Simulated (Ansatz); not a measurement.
# CH4ClFOSSi: up Jacob's ladder to CCSD(T)

Aim: compute CH4ClFOSSi with functionals from several rungs and with coupled cluster. The yardstick is the atomisation energy at the CCSD(T) limit.

The runs use Ansatz 0.2.0, Gaussian basis; functionals in def2-TZVPP, the program's frozen cores in correlated methods.

Plan: PBE-D4, r2SCAN-D4, PBE0-D4, B3LYP-D4, ωB97X-V, ωB97M-V, B2PLYP; CCSD(T)/def2-TZVPP; MP2/def2-QZVPP; extrapolation to the limit.

**1. Structure used throughout**

An earlier PBE0-D4 in a triple-zeta def2 set relaxation fixed the geometry.

SMILES `CO[Si](F)(S)Cl`, 10 atoms, charge 0, spin multiplicity 1.

Atoms are counted from 1 here; the program's logs count them from 0.

Bond lengths: C1–O2 1.418 Å, C1–H7 1.093 Å, C1–H8 1.090 Å, C1–H9 1.094 Å, O2–Si3 1.610 Å, Si3–F4 1.588 Å, Si3–S5 2.112 Å, Si3–Cl6 2.024 Å, S5–H10 1.344 Å. Angles: O2–C1–H7 110.4°, O2–C1–H8 107.7°, O2–C1–H9 111.4°, H7–C1–H8 109.1°, H7–C1–H9 109.1°, H8–C1–H9 109.1°, C1–O2–Si3 126.3°, O2–Si3–F4 111.8°, O2–Si3–S5 109.5°, O2–Si3–Cl6 106.9°, F4–Si3–S5 108.1°, F4–Si3–Cl6 106.7°, S5–Si3–Cl6 113.9°, Si3–S5–H10 93.2°.

**2. PBE-D4 (GGA)**

File in.yaml:

```yaml
crystal:
  periodic: [false, false, false]
  atoms:
    - {symbol: C, position_ang: [0.373573, -1.114968, -1.228953]}
    - {symbol: O, position_ang: [-0.602934, -0.787805, -0.254719]}
    - {symbol: Si, position_ang: [-0.463005, 0.326638, 0.898261]}
    - {symbol: F, position_ang: [0.762634, 0.026364, 1.862360]}
    - {symbol: S, position_ang: [-0.155336, 2.220367, 0.015972]}
    - {symbol: Cl, position_ang: [-2.136268, 0.213991, 2.032241]}
    - {symbol: H, position_ang: [1.179146, -1.700946, -0.780120]}
    - {symbol: H, position_ang: [-0.115011, -1.710827, -1.999480]}
    - {symbol: H, position_ang: [0.796880, -0.216581, -1.687059]}
    - {symbol: H, position_ang: [0.360332, 2.743755, 1.141507]}
basis:
  gaussian: {orbitals: def2-TZVPP}
hamiltonian: {xc: pbe, dispersion: d4}
output: {forces: true, orbitals: {seedname: orbitals}}
```

Command:

```sh
$ ansatz run in.yaml --threads 2 --pin off --events-out ev --progress --plain --max-ram 20480MiB --backend cuda --devices 0, --max-vram 18GiB
```

After this run come: r2SCAN-D4 (meta-GGA); PBE0-D4 (hybrid); B3LYP-D4 (hybrid); ωB97X-V (range-separated); ωB97M-V (range-separated); B2PLYP (double hybrid); CCSD(T) in def2-TZVPP; MP2 in def2-QZVPP.

Before running them: what should the planned runs give, taken together? Wanted: atomisation energy, CCSD(T)/CBS; farthest; mean size of error, hybrid; mean size of error, range-separated; gap, smallest and largest; T1 diagnostic; triples share of the correlation energy.

**Answer**, as computed:

| quantity | value |
| --- | --- |
| atomisation energy, CCSD(T)/CBS | 39.554 eV |
| functionals within 0.198 eV (0.5 %) | r2SCAN-D4, ωB97X-V, ωB97M-V |
| farthest | B2PLYP (-0.739 eV) |
| mean size of error, hybrid | 0.361 eV |
| mean size of error, range-separated | 0.066 eV |
| gap, smallest and largest | 5.88 eV (PBE-D4), 12.65 eV (ωB97X-V) |
| T1 diagnostic | 0.0111 |
| triples share of the correlation energy | 3.7 % |

**Reading.** PBE-D4 misses by +0.484 eV. Double hybrids carry the basis error of their MP2 part in triple zeta, and no dispersion term here, so their miss is partly the set-up's. The reference freezes the cores and leaves out relativity and excitations past (T), so misses under about 0.198 eV can't be ranked. Hartree-Fock recovers 72 % of the binding; the rest is correlation. Orbital gaps span 5.9 to 12.7 eV; exact exchange widens them.
